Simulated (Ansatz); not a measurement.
# Al₂GaH (singlet): the correlation ladder, cc-pVTZ

Aim: climb from Hartree-Fock through coupled cluster for Al₂GaH (singlet) at one geometry and basis, and see what each rung misses.

The runs use Ansatz 0.2.0, Gaussian basis; cc-pVTZ, core rule «outside noble gas», up to 24 orbitals frozen.

Plan: UHF; CCSD(T) on RHF; CCSD(T) on UHF; BCCD(T) on RHF; CCSDT(Q) on RHF; CCSDT(Q) on UHF.

4 further runs of the same task are left out: 4 set aside as unsound or not needed. Runs told in other sessions of the task aren't counted.

### Step 1. What is computed

The geometry is a PBE0/def2-TZVP stationary point (not a proven minimum). No spin-orbit coupling is included. The filled d shell of Ga may be among the frozen orbitals whatever the setting's name suggests.

4 atoms, charge 0, spin multiplicity 1.

Atoms are counted from 1 here; the program's logs count them from 0.

Bond lengths: Al1–Ga2 2.698 Å, Ga2–Al3 2.698 Å, Ga2–H4 1.623 Å. Angles: Al1–Ga2–Al3 146.7°, Al1–Ga2–H4 106.6°, Al3–Ga2–H4 106.6°.

As a file:

```mol
Al2GaH
  3D, bonds by distance, orders not assigned

  4  3  0  0  0  0  0  0  0  0999 V2000
    0.0000   -0.4511   -2.5847 Al  0  0
    0.0000    0.3210    0.0000 Ga  0  0
    0.0000   -0.4511    2.5847 Al  0  0
    0.0000    1.9444    0.0000 H   0  0
  1  2  8  0
  2  3  8  0
  2  4  8  0
M  END
```

### Step 2. UHF

The input, in.yaml:

```yaml
crystal:
  periodic: [false, false, false]
  atoms:
    - {symbol: Al, position_ang: [0.000000, -0.451085, -2.584700]}
    - {symbol: Ga, position_ang: [0.000000, 0.321015, 0.000000]}
    - {symbol: Al, position_ang: [0.000000, -0.451085, 2.584700]}
    - {symbol: H, position_ang: [0.000000, 1.944415, 0.000000]}
basis:
  gaussian: {orbitals: cc-pVTZ}
magnetization: {spin_polarized: true, initial_magnetization: 0}
hamiltonian: {xc: hf}
output: {orbitals: {seedname: orbitals}}
```

The run is started by

```
$ ansatz run in.yaml --threads 1 --pin off --events-out ev --progress --plain --max-ram 4096MiB --backend cpu
```

After this run come: CCSD(T) on RHF; CCSD(T) on UHF; BCCD(T) on RHF; CCSDT(Q) on RHF; CCSDT(Q) on UHF.

**Question.** What will the summary of the whole plan be? Wanted: RCCSDT(Q) from the RHF energy; RMP2 from RCCSDT(Q); UMP2 from RCCSDT(Q); RCCSD from RCCSDT(Q); RCCSD(T) from RCCSDT(Q); UCCSD(T) from RCCSDT(Q); UCCSDT(Q) from RCCSDT(Q); T1 diagnostic.

As calculated:

```
                         quantity                      value
    RCCSDT(Q) from the RHF energy                 -6.1903 eV
              RMP2 from RCCSDT(Q)              +150.3 kJ/mol
              UMP2 from RCCSDT(Q)              +167.8 kJ/mol
             RCCSD from RCCSDT(Q)               +29.7 kJ/mol
          RCCSD(T) from RCCSDT(Q)                +6.7 kJ/mol
          UCCSD(T) from RCCSDT(Q)                +6.8 kJ/mol
         UCCSDT(Q) from RCCSDT(Q)                -0.2 kJ/mol
levels within 1 kcal/mol (43 meV)  RCCSDT, UCCSDT, UCCSDT(Q)
                    T1 diagnostic                      0.022
```

What this shows: RCCSD(T) misses by +6.7 kJ/mol, 1.1 % of the correlation energy. These misses are within one basis, not against nature.
